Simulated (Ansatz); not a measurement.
# ClFGeH4Si: small, medium and large basis sets

The task here is to estimate one member of a computed series from the others.

The runs use Ansatz 0.2.0, Gaussian basis; one geometry, several basis sets.

Levels to be run: PBE0-D4/def2-SVP; ωB97M-V/def2-SVP; PBE0-D4/def2-QZVPP; ωB97M-V/def2-QZVPP; the functionals' def2-TZVPP values are taken from earlier runs.

## The relaxed structure

An earlier PBE0-D4 in a triple-zeta def2 set relaxation fixed the geometry.

SMILES `[F][GeH2][SiH2]Cl`, 8 atoms, charge 0, spin multiplicity 1.

Atoms are counted from 1 here; the program's logs count them from 0.

Bond lengths: F1–Ge2 1.748 Å, Ge2–Si3 2.389 Å, Ge2–H5 1.537 Å, Ge2–H6 1.540 Å, Si3–Cl4 2.055 Å, Si3–H7 1.485 Å, Si3–H8 1.482 Å. Angles: F1–Ge2–Si3 106.4°, F1–Ge2–H5 105.9°, F1–Ge2–H6 105.7°, Si3–Ge2–H5 113.7°, Si3–Ge2–H6 113.4°, H5–Ge2–H6 111.0°, Ge2–Si3–Cl4 109.2°, Ge2–Si3–H7 109.9°, Ge2–Si3–H8 110.7°, Cl4–Si3–H7 108.4°, Cl4–Si3–H8 108.8°, H7–Si3–H8 109.9°.

The first run:

Input file in.yaml:

```yaml
crystal:
  periodic: [false, false, false]
  atoms:
    - {symbol: F, position_ang: [-1.934116, 1.246436, 0.202887]}
    - {symbol: Ge, position_ang: [-0.195540, 1.170337, 0.040739]}
    - {symbol: Si, position_ang: [0.382167, -1.147285, 0.064483]}
    - {symbol: Cl, position_ang: [-0.258966, -2.023131, -1.680182]}
    - {symbol: H, position_ang: [0.135771, 1.877217, -1.283316]}
    - {symbol: H, position_ang: [0.368630, 1.953135, 1.240617]}
    - {symbol: H, position_ang: [1.856484, -1.298580, 0.150938]}
    - {symbol: H, position_ang: [-0.262431, -1.835230, 1.208135]}
basis:
  gaussian: {orbitals: def2-SVP}
hamiltonian: {xc: pbe0, dispersion: d4}
output: {orbitals: {seedname: orbitals}}
```

Among the steps run: PBE0-D4 in def2-SVP; ωB97M-V in def2-SVP; PBE0-D4 in def2-QZVPP; ωB97M-V in def2-QZVPP.

One table of the session follows, with a row left open; its other results are not shown here.

It belongs to the step «Density functionals: the series». 

```
functional       basis  HOMO (eV)
   PBE0-D4    def2-SVP      -8.24
   PBE0-D4  def2-TZVPP      -8.32
   PBE0-D4  def2-QZVPP      -8.35
   ωB97M-V    def2-SVP     -10.25
   ωB97M-V  def2-TZVPP          ?
   ωB97M-V  def2-QZVPP     -10.40
```

Q: Estimate the row for ωB97M-V, def2-TZVPP from the others.

The run gave: HOMO (eV): -10.37. In the column «HOMO (eV)» it lies between ωB97M-V, def2-QZVPP (-10.40) and ωB97M-V, def2-SVP (-10.25).
